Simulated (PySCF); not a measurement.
# H4O5W (W(O)(OH)4): the cost of one run

The runs use PySCF 2.14.0; BP86, W def2-SVP with ECP60, O def2-SVP, H def2-SVP; scalar-relativistic core potentials, no spin–orbit coupling.

### 1 The starting structure

10 atoms, charge 0, spin multiplicity 1.

Bond lengths: W1–O2 1.510 Å, W1–O3 1.795 Å, W1–O5 1.795 Å, W1–O7 1.795 Å, W1–O9 1.795 Å, O3–H4 0.966 Å, O5–H6 0.966 Å, O7–H8 0.966 Å, O9–H10 0.966 Å. Angles: O2–W1–O3 103.1°, O2–W1–O5 103.1°, O2–W1–O7 103.1°, O2–W1–O9 103.1°, O3–W1–O5 87.0°, O3–W1–O7 153.7°, O3–W1–O9 87.0°, O5–W1–O7 87.0°, O5–W1–O9 153.7°, O7–W1–O9 87.0°, W1–O3–H4 158.7°, W1–O5–H6 158.7°, W1–O7–H8 158.7°, W1–O9–H10 158.7°.

Geometry (Å):

```xyz
10
H4O5W
W     0.0000    0.0000    0.0000
O     0.0000    0.0000    1.5096
O     1.7483    0.0000   -0.4079
H     2.7042    0.0000   -0.2715
O     0.0000    1.7483   -0.4079
H     0.0000    2.7042   -0.2715
O    -1.7483    0.0000   -0.4079
H    -2.7042    0.0000   -0.2715
O     0.0000   -1.7483   -0.4079
H     0.0000   -2.7042   -0.2715
```

Formal oxidation states: W +6.

### 2 SCF at the start, singlet

File run.py (the lines that set the calculation):

```python
mol = gto.M(atom='''
W      0.00000     0.00000     0.00000
O      0.00000     0.00000     1.50960
O      1.74830     0.00000    -0.40790
H      2.70420     0.00000    -0.27150
O      0.00000     1.74830    -0.40790
H      0.00000     2.70420    -0.27150
O     -1.74830     0.00000    -0.40790
H     -2.70420     0.00000    -0.27150
O      0.00000    -1.74830    -0.40790
H      0.00000    -2.70420    -0.27150''',
    basis={'W': 'def2-SVP', 'O': 'def2-SVP', 'H': 'def2-SVP'},
    ecp={'W': 'def2-SVP'},
    charge=0, spin=0)
mf = dft.RKS(mol, xc='B88,P86')
mf.grids.atom_grid = (50, 194)
mf = mf.density_fit()  # fitting sets: W def2-universal-JKFIT, O def2-universal-JKFIT, H def2-universal-JKFIT
mf.conv_tol = 1e-08; mf.max_cycle = 55
mf.kernel(dm0)  # dm0: free metal ions and neutral atoms
```

Started as:

```sh
> OMP_NUM_THREADS=2 python run.py
```

**Question.** How long does this run take on 2 threads of Arm Neoverse V1, shared host, and how much memory does it need?

About 5.2 s, with a peak of 0.67 GiB.
